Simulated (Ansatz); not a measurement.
# Al2GaH (singlet): the correlation ladder, cc-pVDZ

The task here is to estimate one member of a computed series from the others.

Method: cc-pVDZ, core rule «outside noble gas», up to 24 orbitals frozen; program: Ansatz 0.2.0, Gaussian basis.

To be run: UHF; CCSD(T) on RHF; CCSD(T) on UHF; BCCD(T) on RHF; CISD; CCSDT(Q) on RHF; CCSDT(Q) on UHF; CCSDTQ on RHF.

4 further runs of the same task are left out: 4 set aside as unsound or not needed. Runs told in other sessions of the task aren't counted.

**The geometry**

The geometry is a PBE0/def2-TZVP stationary point (not a proven minimum). No spin-orbit coupling is included. The filled d shell of Ga may be among the frozen orbitals whatever the setting's name suggests.

4 atoms, charge 0, spin multiplicity 1.

Atoms are counted from 1 here; the program's logs count them from 0.

Bond lengths: Al1–Ga2 2.698 Å, Ga2–Al3 2.698 Å, Ga2–H4 1.623 Å. Angles: Al1–Ga2–Al3 146.7°, Al1–Ga2–H4 106.6°, Al3–Ga2–H4 106.6°.

Set-up of the first run:

Contents of in.yaml:

```yaml
crystal:
  periodic: [false, false, false]
  atoms:
    - {symbol: Al, position_ang: [0.000000, -0.451085, -2.584700]}
    - {symbol: Ga, position_ang: [0.000000, 0.321015, 0.000000]}
    - {symbol: Al, position_ang: [0.000000, -0.451085, 2.584700]}
    - {symbol: H, position_ang: [0.000000, 1.944415, 0.000000]}
basis:
  gaussian: {orbitals: cc-pVDZ}
magnetization: {spin_polarized: true, initial_magnetization: 0}
hamiltonian: {xc: hf}
output: {orbitals: {seedname: orbitals}}
```

The run is started by

```bash
$ ansatz run in.yaml --threads 1 --pin off --events-out ev --progress --plain --max-ram 4096MiB --backend cpu
```

Among the steps run: UHF; CCSD(T) on RHF; CCSD(T) on UHF; BCCD(T) on RHF; CISD; CCSDT(Q) on RHF; CCSDT(Q) on UHF; CCSDTQ on RHF.

One of the session's tables, all rows but one given; the rest of the session is left out.

It belongs to the step «Misses and costs». 

```
   method  from RCCSDTQ (meV)
      RHF             +5460.4
      UHF             +5013.2
     RMP2             +1586.3
     UMP2                   ?
     CISD              +878.0
    RCCSD              +237.0
    UCCSD              +230.7
 RCCSD(T)               +65.1
 UCCSD(T)               +56.5
  BCCD(T)               +63.9
   RCCSDT               +17.9
   UCCSDT                +2.6
RCCSDT(Q)                +2.9
UCCSDT(Q)               -11.7
  RCCSDTQ                   0
```

Q: Estimate the row for UMP2 from the others.

The run gave: from RCCSDTQ (meV): +1689.8. In the column «from RCCSDTQ (meV)» it lies between RMP2 (+1586.3) and UHF (+5013.2).

Caveats from the session: The determinant of HF (⟨S²⟩ 1.28) is far from a pure spin state, so its energy mixes those of several spin states; that is harmless only where they are near-degenerate. The determinant of CCSD(T) (⟨S²⟩ 1.28) is far from a pure spin state, so its energy mixes those of several spin states; high orders of coupled cluster remove much of that, low ones don't. The determinant of CCSDT(Q) (⟨S²⟩ 1.28) is far from a pure spin state, so its energy mixes those of several spin states; high orders of coupled cluster remove much of that, low ones don't. Restricted and unrestricted rows rest on different reference determinants; a gap between their highest levels can come from leftover correlation error, from unlike frozen cores or from another state.
